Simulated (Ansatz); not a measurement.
# UCCSD/cc-pVTZ run of AsH2 (SMILES [AsH2])

What is the electronic atomisation energy of AsH2 at UCCSD/cc-pVTZ? 

Program for the calculation: Ansatz 0.2.0.

34 further runs of the same task are left out: 34 set aside as unsound or not needed.

## Step 1: Starting point

AsH2: 3 atoms, total charge 0, spin state doublet. As SMILES, `[AsH2]`. The coordinates come from a PBE0-D4/def2-TZVP relaxation.

Bond lengths: As1–H2 1.526 Å, As1–H3 1.526 Å. Angles: H2–As1–H3 90.7°.

## Step 2: A single-point energy at UCCSD/cc-pVTZ

File job.yaml:

```yaml
crystal:
  periodic: [false, false, false]
  atoms:
    - {symbol: As, position_ang: [-0.573310, 0.327430, -0.274790]}
    - {symbol: H, position_ang: [0.680410, 0.795730, 0.459110]}
    - {symbol: H, position_ang: [-0.107090, -1.123160, -0.184320]}
basis:
  gaussian:
    orbitals: cc-pVTZ
accuracy: high
scf:
  omitted_lower_state_checks: [cluster_reference, increment]
magnetization:
  spin_polarized: true
  initial_magnetization: 1
correlation:
  method: ccsd
  frozen_orbitals: {As: 9, H: 0}
```

Launch:

```sh
$ ansatz run job.yaml --threads 1 --pin off --max-ram 3480MiB --events-out events.jsonl --progress --plain --runs-dir runs
```

Log:

```text
Warning: RAYON_NUM_THREADS=1 ignored (pool sized by the plan → 1); use --threads N
[... 11 lines left out ...]
9 core orbitals not correlated: weight in the atoms' cores, before any rotation towards them, 1.000 or more for the frozen orbitals, at most 0.000 for the correlated occupied ones
[... 21 lines left out ...]
Total energy: -60833.85516458 eV, -2235.6029426302 hartree
Checks for a lower state left out: cluster_reference, increment
```

Wall time 4.5 s (1 thread of Intel Xeon 6975P-C (Granite Rapids), shared host); peak memory 0.37 GiB.

## Step 3: The As atom at the same level

File job.yaml:

```yaml
crystal:
  periodic: [false, false, false]
  atoms:
    - symbol: As
      position_ang: [0.000000, 0.000000, 0.000000]
basis:
  gaussian:
    orbitals: cc-pVTZ
magnetization:
  spin_polarized: true
  initial_magnetization: 3
correlation:
  method: ccsd
  frozen_orbitals: {As: 9}
accuracy: high
scf:
  omitted_lower_state_checks: [cluster_reference, increment]
```

Launch:

```sh
$ ansatz run job.yaml --threads 1 --pin off --max-ram 3480MiB --events-out events.jsonl --progress --plain --runs-dir runs
```

Log:

```text
Warning: RAYON_NUM_THREADS=1 ignored (pool sized by the plan → 1); use --threads N
[... 11 lines left out ...]
9 core orbitals not correlated: weight in the atoms' cores, before any rotation towards them, 1.000 or more for the frozen orbitals, at most 0.000 for the correlated occupied ones
[... 17 lines left out ...]
Total energy: -60800.72137779 eV, -2234.3852984248 hartree
Checks for a lower state left out: cluster_reference, increment
```

Wall time 0.7 s (1 thread of Intel Xeon 6975P-C (Granite Rapids), shared host); peak memory 0.12 GiB.

## Step 4: The H atom: a single-point energy at UHF/cc-pVTZ

File input.yaml:

```yaml
crystal:
  periodic: [false, false, false]
  atoms:
    - symbol: H
      position_ang: [0.000000, 0.000000, 0.000000]
basis:
  gaussian: {orbitals: cc-pVTZ}
magnetization: {spin_polarized: true, initial_magnetization: 1}
hamiltonian: {xc: hf}
accuracy: high
```

Launch:

```sh
$ ansatz run input.yaml --threads 1 --pin off --max-ram 3480MiB --events-out events.jsonl --progress --plain --runs-dir runs
```

Log:

```text
Warning: RAYON_NUM_THREADS=1 ignored (pool sized by the plan → 1); use --threads N
Functional definition: HF
  name "HF"
  exchange = exact_x
  correlation = 0
92 factors; integrals over basis functions are off by at most 8.9e-10 eV
mean field evaluation 1: about -13.5529 eV, gradient 1.7e0 eV
mean field evaluation 2: about -13.5529 eV, gradient 1.7e0 eV
mean field evaluation 4: about -13.6007 eV, gradient 2.7e-3 eV
mean field evaluation 8: about -13.6005 eV, gradient 2.0e-11 eV
mean field -13.60051782 eV, -0.4998098113 hartree, gradient 9.2e-10 eV, S^2 0.750000; 0 other end points of the search recorded, 0 dependent functions left out
reference -13.60051782 eV, -0.4998098113 hartree; 1, 0 occupied and 13, 14 virtual orbitals, 92 factors
Total energy: -13.60051782 eV, -0.4998098113 hartree
```

Wall time 0.04 s (1 thread of Intel Xeon 6975P-C (Granite Rapids), shared host).

## Step 5: Summary of results

At UCCSD/cc-pVTZ, 9 core orbitals frozen:

```
                                             quantity           value
                               molecule: total energy  -2235.60294 Eh
molecule: correlation energy (9 core orbitals frozen)      -218.0 mEh
          molecule: ⟨S²⟩ of the reference determinant           0.765
                              molecule: T1 diagnostic           0.011
                                As atom: total energy  -2234.38530 Eh
 As atom: correlation energy (9 core orbitals frozen)      -148.2 mEh
           As atom: ⟨S²⟩ of the reference determinant           3.751
                               As atom: T1 diagnostic           0.005
                                 H atom: total energy     -0.49981 Eh
                                         H atom: ⟨S²⟩           0.750
                        electronic atomisation energy        5.933 eV
```

Taking the molecule apart into free atoms costs 5.93 eV (137 kcal/mol), before zero-point energy and without spin-orbit coupling.
